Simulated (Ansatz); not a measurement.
# GaBHS (quartet): wave-function methods side by side, cc-pVDZ

How much of the correlation energy of GaBHS (quartet) does each wave-function method recover here?

Computed with Ansatz 0.2.0, Gaussian basis. Level: cc-pVDZ, core rule «outside noble gas», up to 20 orbitals frozen.

The runs, in order: UHF; CCSD(T) on ROHF; CCSD(T) on UHF; BCCD(T) on ROHF; CISD as a restricted active space (open shells left free, so some higher excitations enter); CCSDT(Q) on ROHF; CCSDT(Q) on UHF.

20 further runs of the same task are left out: 1 for a known fault of the program, 9 that didn't finish, 10 set aside as unsound or not needed. Runs told in other sessions of the task aren't counted.

**1. The geometry**

The geometry is a PBE0/def2-TZVP stationary point (not a proven minimum). No spin-orbit coupling is included. The filled d shell of Ga may be among the frozen orbitals whatever the setting's name suggests.

4 atoms, charge 0, spin multiplicity 4.

Atoms are counted from 1 here; the program's logs count them from 0.

Bond lengths: B1–S2 1.776 Å, B1–H4 1.198 Å, S2–Ga3 2.250 Å. Angles: S2–B1–H4 121.0°, B1–S2–Ga3 105.2°.

Coordinates:

```xyz
4

B     0.0000   -0.9552    2.1533
S     0.0000    0.5526    1.2150
Ga    0.0000   -0.0925   -0.9411
H     0.0000   -0.9356    3.3507
```

**2. UHF**

in.yaml

```yaml
crystal:
  periodic: [false, false, false]
  atoms:
    - {symbol: B, position_ang: [0.000000, -0.955158, 2.153276]}
    - {symbol: S, position_ang: [0.000000, 0.552577, 1.214954]}
    - {symbol: Ga, position_ang: [0.000000, -0.092497, -0.941065]}
    - {symbol: H, position_ang: [0.000000, -0.935573, 3.350693]}
basis:
  gaussian: {orbitals: cc-pVDZ}
magnetization: {spin_polarized: true, initial_magnetization: 3}
hamiltonian: {xc: hf}
output: {orbitals: {seedname: orbitals}}
```

Started as:

```console
$ ansatz run in.yaml --threads 1 --pin off --events-out ev --progress --plain --max-ram 2393MiB
```

After this run come: CCSD(T) on ROHF; CCSD(T) on UHF; BCCD(T) on ROHF; CISD as a restricted active space (open shells left free, so some higher excitations enter); CCSDT(Q) on ROHF; CCSDT(Q) on UHF.

Before running them: what should the planned runs give, taken together? Wanted: UCCSDT(Q) from the RHF energy; RMP2 from UCCSDT(Q); UMP2 from UCCSDT(Q); RCCSD from UCCSDT(Q); RCCSD(T) from UCCSDT(Q); UCCSD(T) from UCCSDT(Q); RCCSDT(Q) from UCCSDT(Q); T1 diagnostic.

The runs gave:

```
                         quantity                      value
    UCCSDT(Q) from the ROHF energy                 -7.0898 eV
              RMP2 from UCCSDT(Q)            +27.00 kcal/mol
              UMP2 from UCCSDT(Q)            +26.45 kcal/mol
             RCCSD from UCCSDT(Q)             +7.54 kcal/mol
          RCCSD(T) from UCCSDT(Q)             +1.60 kcal/mol
          UCCSD(T) from UCCSDT(Q)             +1.29 kcal/mol
         RCCSDT(Q) from UCCSDT(Q)             +0.37 kcal/mol
levels within 1 kcal/mol (43 meV)  RCCSDT, UCCSDT, RCCSDT(Q)
                    T1 diagnostic                      0.029
```

RCCSD(T) lands +1.60 kcal/mol from the yardstick (1.0 % of the correlation energy). These misses are within one basis, not against nature; the frozen cores of restricted and unrestricted runs differ, which can shift their rows.
